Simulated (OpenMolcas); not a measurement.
**Mo²⁺ among point charges: CASSCF and CASPT2 levels and susceptibility**

How does a field of 6 point charges split the states of Mo²⁺, and what χT follows?

Program: OpenMolcas 26.06. Level of theory: state-averaged CASSCF and CASPT2, spin-orbit coupling by RASSI with atomic mean-field integrals. These are calculated values, not measurements, unless marked.

### Step 1. What is computed

| Item | Value |
| --- | --- |
| Species | Mo²⁺ (molybdenum, Z = 42, 40 electrons) |
| Basis | ANO-RCC-VDZP [6s5p3d1f], 43 functions |
| Scalar Hamiltonian | DKH2, point nucleus |
| Inactive shells | 1s 2s 2p 3s 3p 3d 4s 4p |
| Active space | 4 electrons in 5 orbitals (4d) |
| Some configurations of this space | 4d⁴ |
| Orbitals | optimised for each spin and parity, averaged over all roots |

The outer shells:

4d4
```
4d [↑ ][↑ ][↑ ][↑ ][  ]
```

The ion sits among 6 point charges of -0.85 e arranged as an octahedron (Oh), 2.19 Å from the ion.

Each step is its own input file, run in one work folder so that later steps find the files of earlier ones. Labels, J, g values, rates, χT and fits are worked out afterwards by a script from the matrices that RASSI stores. The input lists half of the charges; inversion (Group=XYZ) makes the rest.

### Step 2. Basis and integrals

File a.inp:

```
&GATEWAY
Coord
1

Mo 0.0 0.0 0.0
Basis=ANO-RCC-VDZP
Group=XYZ
NoMove
AngMom=0.0 0.0 0.0
AMFI
XField
3 Angstrom 0
2.190000 0.000000 0.000000 -0.850000
0.000000 2.190000 0.000000 -0.850000
0.000000 0.000000 2.190000 -0.850000
&SEWARD
```

On the command line:

```console
$ OMP_NUM_THREADS=1 MOLCAS_MEM=1689 MOLCAS_PROJECT=a pymolcas a.inp > a.log
```

The program printed:

```text
Basis set label: MO.ANO-RCC...6S5P3D1F.

      Electronic valence basis set:
      ------------------
      Associated Effective Charge  42.000000 au
      Associated Actual Charge     42.000000 au
      Nuclear Model: Point charge

      Shell  nPrim  nBasis  Cartesian Spherical Contaminant
         s      21       6        X
         p      18       5        X
         d      13       3                 X
         f       6       1                 X
                  Relativistic Douglas-Kroll-Hess integrals:
                    - DKH order of Hamiltonian: 2
                    - DKH order of Properties : 0
                  Atomic mean-field integrals
```

### Step 3. Reference wave functions, quintets of even parity, 5 roots

File a.inp:

```
&RASSCF
FileOrb=start.orb
Symmetry=1
Spin=5
nActEl=4 0 0
Inactive=9 9
Ras2=5 0
CIRoot=5 5 1
SDav=5
CIMx=300
Iter=120 100
PrWF=0.3
OrbListing=Nothing
MaxOrb=0
>>> COPY $Project.JobIph JOB001
```

On the command line:

```console
$ OMP_NUM_THREADS=1 MOLCAS_MEM=1689 MOLCAS_PROJECT=a pymolcas a.inp > a.log
```

start.orb holds the contracted functions of the basis, ordered by shell, or the orbitals of the step before.

The program printed, cut to the lines that bear on the results:

```text
[...]
      Number of active orbitals                  5
[...]
      Spin quantum number                      2.0
[...]
      Active orbitals                            5   0
[...]
      Number of CSFs                             5
      Number of root(s) required                 5
[...]
      Convergence after  9 iterations
[...]
      Natural orbitals and occupation numbers for root  1
      sym 1:   1.000000   1.000000   1.000000   0.000000   1.000000
      Natural orbitals and occupation numbers for root  2
      sym 1:   1.000000   1.000000   1.000000   1.000000   0.000000
      Natural orbitals and occupation numbers for root  3
      sym 1:   1.000000   1.000000   0.000000   1.000000   1.000000
::    RASSCF root number  1 Total energy:  -4047.39102942
::    RASSCF root number  2 Total energy:  -4047.39102942
::    RASSCF root number  3 Total energy:  -4047.36592602
::    RASSCF root number  4 Total energy:  -4047.36592602
::    RASSCF root number  5 Total energy:  -4047.36592602
```

### Step 4. Reference wave functions, triplets of even parity, 45 roots

File a.inp:

```
&RASSCF
FileOrb=start.orb
Symmetry=1
Spin=3
nActEl=4 0 0
Inactive=9 9
Ras2=5 0
CIRoot=45 45 1
SDav=45
CIMx=300
Iter=120 100
PrWF=0.3
OrbListing=Nothing
MaxOrb=0
>>> COPY $Project.JobIph JOB002
```

On the command line:

```console
$ OMP_NUM_THREADS=1 MOLCAS_MEM=1689 MOLCAS_PROJECT=a pymolcas a.inp > a.log
```

The program printed, cut to the lines that bear on the results:

```text
[...]
      Number of active orbitals                  5
[...]
      Spin quantum number                      1.0
[...]
      Active orbitals                            5   0
[...]
      Number of CSFs                            45
      Number of root(s) required                45
[...]
      Convergence after  7 iterations
[...]
      Natural orbitals and occupation numbers for root  1
      sym 1:   0.035730   1.856250   0.998182   0.108542   1.001296
      Natural orbitals and occupation numbers for root  2
      sym 1:   0.091996   1.012757   1.873735   0.038256   0.983256
      Natural orbitals and occupation numbers for root  3
      sym 1:   0.981610   1.014551   0.094708   0.036771   1.872361
::    RASSCF root number  1 Total energy:  -4047.34076299
::    RASSCF root number  2 Total energy:  -4047.34076299
::    RASSCF root number  3 Total energy:  -4047.34076299
[...]
::    RASSCF root number 27 Total energy:  -4047.27485370
::    RASSCF root number 28 Total energy:  -4047.27212370
::    RASSCF root number 29 Total energy:  -4047.27212370
::    RASSCF root number 30 Total energy:  -4047.27083651
```

### Step 5. Reference wave functions, singlets of even parity, 50 roots

File a.inp:

```
&RASSCF
FileOrb=start.orb
Symmetry=1
Spin=1
nActEl=4 0 0
Inactive=9 9
Ras2=5 0
CIRoot=50 50 1
SDav=50
CIMx=300
Iter=120 100
PrWF=0.3
OrbListing=Nothing
MaxOrb=0
>>> COPY $Project.JobIph JOB003
```

The program printed, cut to the lines that bear on the results:

```text
[...]
      Number of active orbitals                  5
[...]
      Spin quantum number                      0.0
[...]
      Active orbitals                            5   0
[...]
      Number of CSFs                            50
      Number of root(s) required                50
[...]
      Convergence after  7 iterations
[...]
      Natural orbitals and occupation numbers for root  1
      sym 1:   0.103328   1.791386   1.272242   0.065385   0.767659
      Natural orbitals and occupation numbers for root  2
      sym 1:   0.066140   1.814261   1.171207   0.109039   0.839353
      Natural orbitals and occupation numbers for root  3
      sym 1:   0.115134   0.956054   1.821508   0.072087   1.035218
::    RASSCF root number  1 Total energy:  -4047.30661972
::    RASSCF root number  2 Total energy:  -4047.30661972
::    RASSCF root number  3 Total energy:  -4047.30661972
[...]
::    RASSCF root number 27 Total energy:  -4047.23621472
::    RASSCF root number 28 Total energy:  -4047.22593986
::    RASSCF root number 29 Total energy:  -4047.22593986
::    RASSCF root number 30 Total energy:  -4047.22593986
```

### Step 6. State interaction with spin-orbit coupling

File a.inp:

```
&RASSI
NrOfJobIphs=3 5 45 50
1 2 3 4 5
1 2 3 4 5 6 7 8 9 10 11 12 13 14 15 16 17 18 19 20 21 22 23 24 25 26 27
28 29 30 31 32 33 34 35 36 37 38 39 40 41 42 43 44 45
1 2 3 4 5 6 7 8 9 10 11 12 13 14 15 16 17 18 19 20 21 22 23 24 25 26 27
28 29 30 31 32 33 34 35 36 37 38 39 40 41 42 43 44 45 46 47 48 49 50
IphNames
JOB001
JOB002
JOB003
EJob
SpinOrbit
DIPRint=1.0
SOCoupling=1000.0
Subsets=2
Property=9
'ANGMOM' 1 'ANGMOM' 2 'ANGMOM' 3 'MLTPL  1' 1 'MLTPL  1' 2 'MLTPL  1' 3
'AMFI' 1 'AMFI' 2 'AMFI' 3
SOProperty=3
'ANGMOM' 1 'ANGMOM' 2 'ANGMOM' 3
```

The program printed, cut to the lines that bear on the results:

```text
SPIN-FREE ENERGIES:
  (Shifted by EMIN (a.u.) =      -4047.3910294196)
 SF State       Relative EMIN(au)   Rel lowest level(eV)    D:o, cm**(-1)      L_eff
     1             0.0000000000        0.0000000000              0.0000         2.0
     2             0.0000000000        0.0000000000              0.0000         2.0
     3             0.0251033952        0.6830981831           5509.5584         2.0
     4             0.0251033952        0.6830981831           5509.5584         2.0
     5             0.0251033952        0.6830981831           5509.5584         2.0
     6             0.0502664251        1.3678191099          11032.2051         4.1
     7             0.0502664251        1.3678191099          11032.2051         4.1
     8             0.0502664251        1.3678191099          11032.2051         4.1
     9             0.0690091546        1.8778347601          15145.7588         4.9
    10             0.0690091546        1.8778347601          15145.7588         4.9
[...]
Eigenvalues of complex Hamiltonian:
   -----------------------------------
  (Shifted by EMIN (a.u.) =      -4047.3910294196)
 SO State       Relative EMIN(au)   Rel lowest level(eV)    D:o, cm**(-1)     J-value
     1            -0.0014636632        0.0000000000              0.0000         1.9
     2            -0.0010955341        0.0100173032             80.7950         2.3
     3            -0.0010955341        0.0100173033             80.7950         1.6
     4            -0.0010955341        0.0100173033             80.7950         2.2
     5            -0.0007405018        0.0196782218            158.7156         2.3
     6            -0.0007405018        0.0196782218            158.7156         2.1
     7            -0.0004949140        0.0263610076            212.6159         2.2
     8            -0.0004949140        0.0263610076            212.6159         2.3
     9            -0.0004949140        0.0263610076            212.6159         2.3
    10            -0.0002419914        0.0332433832            268.1260         2.4
    11             0.0232234012        0.6717692432           5418.1843         2.0
[...]
```

These steps took 27 s in all on 1 thread of AMD EPYC 7R13 (Zen 3), shared host.

Spin-free states, with their symmetry labels:

```tsv
state	degeneracy	E (cm-1)	free-ion L (%)
5E	2	0	D (100)
5T2	3	5510	D (100)
3T1	3	11032	H (53)
3E	2	15146	H (94)
3T1	3	15751	H (44)
3T2	3	16213	F (48)
3A2	1	17517	F (100)
3A1	1	18071	G (100)
1T2	3	18526	G (50)
1E	2	19074	I (80)
3E	2	20399	G (77)
3T1	3	20482	H (68)
3T2	3	21409	H (48)
1A1	1	22111	G (42)
3T1	3	22404	G (45)
1A2	1	22569	I (97)
1T2	3	22792	I (60)
1T1	3	23852	I (51)
3T2	3	25498	G (73)
3E	2	26097	D (79)
3T1	3	26379	F (38)
1E	2	26877	G (57)
3T2	3	27464	D (90)
1T2	3	27924	I (88)
```

With spin-orbit coupling:

```
E (cm-1)  Degeneracy  Label  2S+1
     0.0           1     A1     5
    80.8           3     T1     5
   158.7           2      E     5
   212.6           3     T2     5
   268.1           1     A2     5
    5418           3     T2     5
    5448           3     T1     5
    5486           1     A1     5
    5929           3     T1     5
    5945           2      E     5
    6229           3     T2     5
   10710           1     A1     3
   11087           3     T1     3
   11335           3     T2     3
   11398           2      E     3
   15234           1     A1     3
   15254           3     T2     3
   15317           3     T1     3
   15606           3     T1     3
   15985           2      E     3
   16265           3     T2     3
   16373           3     T1     3
   16579           2      E     3
   16691           3     T2     3
```

The table of states holds 24 of 43 computed; the rest, higher up, is left out.

Powder χT (cm³ K/mol): 0.08 at 2 K, 0.19 at 5 K, 0.38 at 10 K, 0.77 at 20 K, 1.62 at 50 K, 2.16 at 100 K, 2.36 at 150 K, 2.46 at 200 K, 2.52 at 250 K, 2.56 at 300 K.

Orbitals of the lowest block (energies include the constant potential of the surroundings):

```tsv
shell	space	energy (hartree)	mean occupation	⟨r²⟩ (bohr²)
1s	inactive	-738.1509	2.000	0.00163
2s	inactive	-106.5793	2.000	0.0277
2p	inactive	-95.0345	6.000	0.0219
3s	inactive	-18.8966	2.000	0.208
3p	inactive	-14.9991	6.000	0.213
3d	inactive	-8.6404	10.000	0.206
4s	inactive	-2.3833	2.000	1.40
4p	inactive	-1.2300	6.000	1.74
4d	RAS2		4.000	3.70
```

(Part 1 of 2 ends here.)
